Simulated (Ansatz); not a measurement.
**Zr3N2: further runs on the relaxed cell**

One table from this session's results is given with a row withheld; the runs are named, their logs left out.

Method: DFT PBEsol, scalar-relativistic, plane waves, PAW, in Ansatz 0.2.0.

1 further run of the same task is left out (set aside as unsound or not needed). Runs told in other sessions of the task aren't counted.

**The system as given**

It takes space group R-3c (No. 167, trigonal). The conventional cell has a = 5.599 Å, b = 5.599 Å, c = 15.581 Å, α = 90.00°, β = 90.00°, γ = 120.00°. Around Zr (site symmetry 2) lie 4 N at 2.25 to 2.28 Å. N (site symmetry 3) is surrounded by 6 Zr at 2.25 to 2.28 Å.

Coordinates:

```cif
data_structure
_symmetry_space_group_name_H-M 'P 1'
_symmetry_Int_Tables_number 1
_cell_length_a 6.1175
_cell_length_b 6.1175
_cell_length_c 6.1175
_cell_angle_alpha 54.467
_cell_angle_beta 54.467
_cell_angle_gamma 54.467
_cell_volume 141.00
loop_
_atom_site_label
_atom_site_type_symbol
_atom_site_fract_x
_atom_site_fract_y
_atom_site_fract_z
_atom_site_occupancy
Zr1 Zr 0.42499 0.07501 0.75000 1
Zr2 Zr 0.07501 0.75000 0.42499 1
Zr3 Zr 0.75000 0.42499 0.07501 1
Zr4 Zr 0.25000 0.57501 0.92499 1
Zr5 Zr 0.92499 0.25000 0.57501 1
Zr6 Zr 0.57501 0.92499 0.25000 1
N1 N 0.33867 0.33867 0.33867 1
N2 N 0.16133 0.16133 0.16133 1
N3 N 0.83867 0.83867 0.83867 1
N4 N 0.66133 0.66133 0.66133 1
```

It goes back to an entry of the Materials Project, which need not be the stable form.

It is the result of an earlier relaxation at this level (volume 14.10 Å³/atom; gap on the mesh: none (metal)).

The first run:

Input file input.yaml:

```yaml
crystal:
  lattice:
    - [2.7711898337, 1.5999471965, 5.1412058938]
    - [-2.7711898337, 1.5999471965, 5.1412058938]
    - [0.0, -3.1998943929, 5.1412058938]
  atoms:
    - { symbol: Zr, position: [0.4249855962, 0.0750144038, 0.75] }
    - { symbol: Zr, position: [0.0750144038, 0.75, 0.4249855962] }
    - { symbol: Zr, position: [0.75, 0.4249855962, 0.0750144038] }
    - { symbol: Zr, position: [0.25, 0.5750144038, 0.9249855962] }
    - { symbol: Zr, position: [0.9249855962, 0.25, 0.5750144038] }
    - { symbol: Zr, position: [0.5750144038, 0.9249855962, 0.25] }
    - { symbol: "N", position: [0.3386685651, 0.3386685651, 0.3386685651] }
    - { symbol: "N", position: [0.1613314349, 0.1613314349, 0.1613314349] }
    - { symbol: "N", position: [0.8386685651, 0.8386685651, 0.8386685651] }
    - { symbol: "N", position: [0.6613314349, 0.6613314349, 0.6613314349] }
basis:
  ecutwfc: 420
kpoints:
  mp_grid: { grid: [12, 12, 12] }
hamiltonian:
  xc: pbesol
scf:
  occupations: { method: gaussian, width: 0.1 }
output:
  forces: true
  stress: true
  eigenvalues: true
relax:
  adjacent_minimum: "off"
  f_tol: 0.01
  max_steps: 30
  cell: { stress_tol: 0.1, fix: [volume] }
```

Command:

```console
ansatz run input.yaml --threads 2 --pin off --max-ram 5120MiB --backend cpu --events-out ev --progress --plain --runs-dir out
```

Steps of the session up to this table: Volume × 0.97; Point at V/V0 = 1.03; Point at V/V0 = 0.94; The cell scaled to 1.06 of its volume; Volume × 0.91; Volume × 1.10; Volume × 0.88.

One table of the session follows, with a row left open; its other results are not shown here.

It belongs to the step «Energy against volume». 

| volume (Å³/atom) | energy above the lowest point (meV/atom) | pressure (GPa) |
| --- | --- | --- |
| 12.408 | 165.9 | 34.94 |
| 12.831 | 88.3 | 24.13 |
| 13.254 | 37.2 | 14.84 |
| 13.677 | 8.8 | 6.85 |
| 14.100 | 0.0 | 0.00 |
| 14.523 | ? | ? |
| 14.946 | 30.3 | -10.92 |
| 15.510 | 79.0 | -16.52 |

Q: Estimate the row for volume (Å³/atom) = 14.523 from the others.

Worked estimate for «energy above the lowest point (meV/atom)». A straight line through the neighbours (14.100, 0.0) and (14.946, 30.3) gives 0.0 + (30.3 − 0.0) × (14.523 − 14.100) / (14.946 − 14.100) = 15.2; a parabola fitted to 4 rows on both sides gives 8.2.

**Answer.** energy above the lowest point (meV/atom): 8.0; pressure (GPa): -5.88. In «energy above the lowest point (meV/atom)» the line misses by +7.2 and the parabola by +0.2.
